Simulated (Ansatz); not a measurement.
# P (diamond type): how the settings move a single-point run

How sensitive is a single-point run of P (diamond type) to its settings? A reference run comes first, then one run with altered input.

Method: reference: DFT, PBEsol, all-electron LAPW, scalar-relativistic, in Ansatz 0.2.0.

1 further run of the same task is left out (it didn't finish). Runs told in other sessions of the task aren't counted.

## Step 1: The structure to begin with

Symmetry: Fd-3m, No. 227, cubic system. Conventional cell: a = 5.388 Å, b = 5.388 Å, c = 5.388 Å, α = 90.00°, β = 90.00°, γ = 90.00°. P (site symmetry -43m) has 4 P at 2.33 Å in its first shell of neighbours.

As a file:

```
CELL_PARAMETERS angstrom
0.00000 2.69380 2.69380
2.69380 0.00000 2.69380
2.69380 2.69380 0.00000
ATOMIC_POSITIONS crystal
P 0.87500 0.87500 0.87500
P 0.12500 0.12500 0.12500
```

## Step 2: Reference

input.yaml reads:

```yaml
crystal:
  lattice:
    - [0.0, 2.693797711, 2.693797711]
    - [2.693797711, 0.0, 2.693797711]
    - [2.693797711, 2.693797711, 0.0]
  atoms:
    - { symbol: P, position: [-0.125, -0.125, -0.125] }
    - { symbol: P, position: [0.125, 0.125, 0.125] }
kpoints:
  mp_grid: { grid: [12, 12, 12] }
  band_path:
    path:
      - [0.0, 0.0, 0.0]
      - [0.5, 0.0, 0.5]
      - [0.625, 0.25, 0.625]
      - [0.375, 0.375, 0.75]
      - [0.0, 0.0, 0.0]
      - [0.5, 0.5, 0.5]
      - [0.5, 0.25, 0.75]
      - [0.5, 0.0, 0.5]
    npoints: 14
scf:
  occupations: { method: fermi_dirac, width: 0.08 }
hamiltonian:
  xc: pbesol
  pseudopotentials: { kind: all_electron, lapw: { basis_error: 0.001 } }
output:
  forces: true
  stress: true
  eigenvalues: true
  populations: true
  dos: { projected: true, de: 0.2, e_range: [-14, 8] }
```

Launch:

```
$ ansatz run input.yaml --threads 1 --pin off --max-ram 2048MiB --backend cpu --events-out ev --progress --plain --runs-dir out
```

## Step 3: Changing settings: mp_grid.grid [6, 6, 6]

Edit input.yaml of step 2 so:

```diff
@@ -9,3 +9,3 @@
 kpoints:
-  mp_grid: { grid: [12, 12, 12] }
+  mp_grid: { grid: [6, 6, 6] }
   band_path:
@@ -31,2 +31 @@
   populations: true
-  dos: { projected: true, de: 0.2, e_range: [-14, 8] }
```

Q: Predict the outcome of this session. Wanted: for each run, ending; energy change; pressure; gap; force.

As calculated:

```tsv
run	ending	energy change	pressure (GPa)	gap (eV)	force (eV/Å)	cycles	time
reference	converged	0	0.0	0.00	0.00	7	12 s
1: mp_grid.grid [6, 6, 6]	converged	+55.2 meV/atom	0.0	0.00	0.00	5	6.5 s
```

Times don't compare one to one where runs were asked for different outputs or read a saved state (see the inputs); cycles may leave out searches for a lower state.

Residual by cycle in the longest SCF loop of each run; runs are numbered as in the table. The quantity is the density residual dr2, in eV.

```tsv
cycle	reference	run 1
1	0.203	0.202
2	0.0938	0.0314
3	0.00368	8.5e-5
4	5.4e-4	1.1e-6
5	6.2e-5	3.6e-8
6	8.1e-7	-
7	3.3e-8	-
```

Changing the k-point mesh moves the energy by +55.2 meV/atom. Sampling errors of the energy have no fixed sign. Semilocal functionals close small gaps, so the missing gap need not be the real solid's.
